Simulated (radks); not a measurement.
# W⁺ in [Xe] 4f14 5d4 6s1: an all-electron calculation

Wanted: eigenvalues, radial structure and energy terms of the tungsten ion W+.

Program: radks (a radial shooting solver on a logarithmic mesh, Libxc functionals) version 1. Level of theory: scalar-relativistic Kohn-Sham, r2SCAN, spin-polarised, spherical densities, finite nucleus; open shells are filled with parallel spins first. These are calculated values, not measurements, unless marked.

## (1) The atom as given

| Item | Value |
| --- | --- |
| element | tungsten (Z = 74) |
| charge | +1 |
| electrons | 73 |
| configuration | [Xe] 4f14 5d4 6s1 |
| nuclear rms radius | 5.3658 fm |

The outer shells:

W⁺
```
[Xe] core
4f [↑↓][↑↓][↑↓][↑↓][↑↓][↑↓][↑↓]
5d [↑ ][↑ ][↑ ][↑ ][  ]
6s [↑ ]
```

## (2) The run

Input:

```text
Z 74
configuration [Xe] 4f14 5d4 6s1 6p0 7s0 5f0 6d0
relativity scalar-relativistic
functional r2scan,r2scan
spin polarised
nucleus finite rms 5.3658 fm
c 137.035999084
```

What does the calculation give?

The runs gave:

```
                        quantity                   value
                    total energy     -16141.5719 hartree
exchange-correlation share of it                  2.00 %
                            −T/E                  1.1015
          highest occupied level       5d up, -13.044 eV
    most extended occupied level  6s up, <r> = 2.87 bohr
 radius at density 0.001 e/bohr³               4.24 bohr
    maxima of the radial density                       4
         ionisation energy, NIST     16.4 (semi-emp.) eV
```

**Reading.** 6 principal shells are occupied and 4 maxima appear in the radial density; where shells overlap, one shows as a shoulder or not at all. −T/E is 1.102: with relativity the kinetic term as defined here no longer equals −E. The top level binds by 13.044 eV, 80 % of the NIST ionisation energy of 16.4 eV; the potential of a semilocal functional falls off too fast, so its top eigenvalue is too shallow. Open shells are spherical and high-spin; term and fine-structure splittings are not resolved. Spin-orbit splitting is averaged out at the scalar-relativistic level.
